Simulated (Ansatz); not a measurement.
**CrTc3 (AuCu3 type): equation of state**

An exercise on one series of results from a longer session: the logs are not shown, and one member is left open.

Method: DFT PBEsol, scalar-relativistic, plane waves, PAW, in Ansatz 0.2.0.

## The system as given

The structure is cubic, space group Pm-3m (No. 221). Conventional cell: a = 3.777 Å, b = 3.777 Å, c = 3.777 Å, α = 90.00°, β = 90.00°, γ = 90.00°. Cr (site symmetry m-3m) is surrounded by 12 Tc at 2.67 Å. Tc (site symmetry 4/mmm) is surrounded by 4 Cr at 2.67 Å and 8 Tc at 2.67 Å.

As a file:

```cif
data_structure
_symmetry_space_group_name_H-M 'Pm-3m'
_symmetry_Int_Tables_number 221
_cell_length_a 3.7769
_cell_length_b 3.7769
_cell_length_c 3.7769
_cell_angle_alpha 90.000
_cell_angle_beta 90.000
_cell_angle_gamma 90.000
_cell_volume 53.88
loop_
_atom_site_label
_atom_site_type_symbol
_atom_site_symmetry_multiplicity
_atom_site_Wyckoff_symbol
_atom_site_fract_x
_atom_site_fract_y
_atom_site_fract_z
_atom_site_occupancy
Cr1 Cr 1 a 0.00000 0.00000 0.00000 1
Tc1 Tc 3 c 0.00000 0.50000 0.50000 1
```

An earlier run at PBEsol left this cell at 13.469 Å³/atom and 0.00 GPa (8×8×8 mesh).

Volume factors to run: 0.980, 1.020, 0.960, 1.040.

Set-up of the first run:

The input, input.yaml:

```yaml
crystal:
  lattice:
    - [3.7515242478, 0.0, 0.0]
    - [0.0, 3.7515242478, 0.0]
    - [0.0, 0.0, 3.7515242478]
  atoms:
    - { symbol: Cr, position: [0.0, 0.0, 0.0], spin: 0.05 }
    - { symbol: Tc, position: [0.0, 0.5, 0.5] }
    - { symbol: Tc, position: [0.5, 0.5, 0.0] }
    - { symbol: Tc, position: [0.5, 0.0, 0.5] }
basis:
  ecutwfc: 600
  ecutrho_ratio: 5
kpoints:
  mp_grid: { grid: [8, 8, 8] }
hamiltonian:
  xc: pbesol
scf:
  occupations: { method: gaussian, width: 0.05 }
output:
  forces: true
  stress: true
  eigenvalues: true
  populations: true
magnetization:
  spin_polarized: true
```

On the command line:

```bash
$ ansatz run input.yaml --threads 4 --pin off --max-ram 4096MiB --backend cpu --events-out ev --progress --plain --runs-dir out
```

Among the steps run: Scaling the volume by 0.980; Scaling the volume by 1.020; Scaling the volume by 0.960; Scaling the volume by 1.040.

One of the session's tables, all rows but one given; the rest of the session is left out.

It belongs to the step «The fit». 

```
volume (Å³/atom)  energy (meV/atom)  pressure (GPa)  moment of atom 1 (μB)
          12.930              22.34           13.76                   0.00
          13.200               5.38            6.52                   0.00
          13.469               0.00            0.00                   0.00
          13.738                  ?               ?                      ?
          14.008              19.33          -11.06                   0.18
```

**Question.** Estimate the row for volume (Å³/atom) = 13.738.

Worked estimate for «energy (meV/atom)». A straight line through the neighbours (13.469, 0.00) and (14.008, 19.33) gives 0.00 + (19.33 − 0.00) × (13.738 − 13.469) / (14.008 − 13.469) = 9.65; a parabola fitted to 3 rows on both sides gives 4.63.

The run gave: energy (meV/atom): 5.05; pressure (GPa): -5.85; moment of atom 1 (μB): 0.06. In «energy (meV/atom)» the line misses by +4.60 and the parabola by -0.42.

To keep in mind: Warnings in the runs' records: seeded moment not kept.
